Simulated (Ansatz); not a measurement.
# CaPtCl6: the cost of one run

Computed with Ansatz 0.2.0 (DFT PBE, scalar-relativistic, plane waves, PAW, unless a step's input says otherwise).

## (1) The structure to begin with

It takes space group R-3 (No. 148, trigonal). Conventional cell: a = 6.374 Å, b = 6.374 Å, c = 17.483 Å, α = 90.00°, β = 90.00°, γ = 120.00°. Ca (site symmetry -3) is surrounded by 6 Cl at 2.81 Å. Pt (site symmetry -3) has 6 Cl at 2.35 Å as nearest neighbours. Cl (site symmetry 1) is surrounded by 1 Pt at 2.35 Å and 1 Ca at 2.81 Å.

Structure file:

```
Ca Pt Cl
1.0
     3.18716    1.84011    5.82769
    -3.18716    1.84011    5.82769
     0.00000   -3.68021    5.82769
Ca Pt Cl
1 1 6
Cartesian
  0.0000 0.0000 8.7415
  0.0000 0.0000 0.0000
  -1.0666 -2.0800 7.1794
  1.0666 2.0800 10.3037
  -1.2681 1.9637 7.1794
  1.2681 -1.9637 10.3037
  -2.3346 -0.1164 10.3037
  2.3346 0.1164 7.1794
```

It is the end of an earlier relaxation with the same method, from a generated guess; it is a trial structure. At a tolerance of 0.02 Å it has space group R-3 (No. 148); it has 25.63 Å³/atom, an uncorrected energy of -1.17 eV/atom over the elements.

## (2) Electronic structure at the relaxed geometry

File input.yaml:

```yaml
crystal:
  lattice:
    - [3.1871566896, 1.8401057893, 5.8276906947]
    - [-3.1871566896, 1.8401057893, 5.8276906947]
    - [0.0, -3.6802115287, 5.8276907105]
  atoms:
    - { symbol: Ca, position: [0.5, 0.5, 0.5] }
    - { symbol: Pt, position: [0.0, 0.0, 0.0] }
    - { symbol: Cl, position: [0.054928, 0.389568, 0.787444] }
    - { symbol: Cl, position: [0.945072, 0.610432, 0.212556] }
    - { symbol: Cl, position: [0.389568, 0.787444, 0.054928] }
    - { symbol: Cl, position: [0.610432, 0.212556, 0.945072] }
    - { symbol: Cl, position: [0.212556, 0.945072, 0.610432] }
    - { symbol: Cl, position: [0.787444, 0.054928, 0.389568] }
basis:
  ecutwfc: 420
kpoints:
  mp_grid: { grid: [6, 6, 6] }
  band_path:
    path:
      - [[0.0, 0.0, 0.0], [-0.5, -0.5, -0.5], [-0.5, -0.23313294, -0.76686706]]
      - [[-0.23313294, 0.23313294, -0.5], [0.0, 0.0, -0.5], [0.0, 0.0, 0.0], [0.0, 0.36656647, -0.36656647]]
      - [[-0.36656647, 0.0, -0.63343353], [-0.5, 0.0, -0.5], [0.0, 0.0, 0.0]]
    npoints: 14
hamiltonian:
  xc: pbe
scf:
  occupations: { method: gaussian, width: 0.02 }
  n_extra_bands: 20
output:
  forces: true
  stress: true
  eigenvalues: true
  populations: true
  dos: { projected: true, de: 0.02, nscf_kmesh: { grid: [9, 9, 9] } }
  bader: true
  write_density: true
  write_potential: true
  elf: true
  volumetric_format: npy
```

The run is started by

```sh
$ ansatz run input.yaml --threads 4 --pin off --max-ram 8192MiB --backend cpu --events-out ev --progress --plain --runs-dir out
```

Q: Estimate wall time and peak memory on 4 threads of Arm Neoverse V2, shared host.

About 35 s, with a peak of 1.1 GiB.
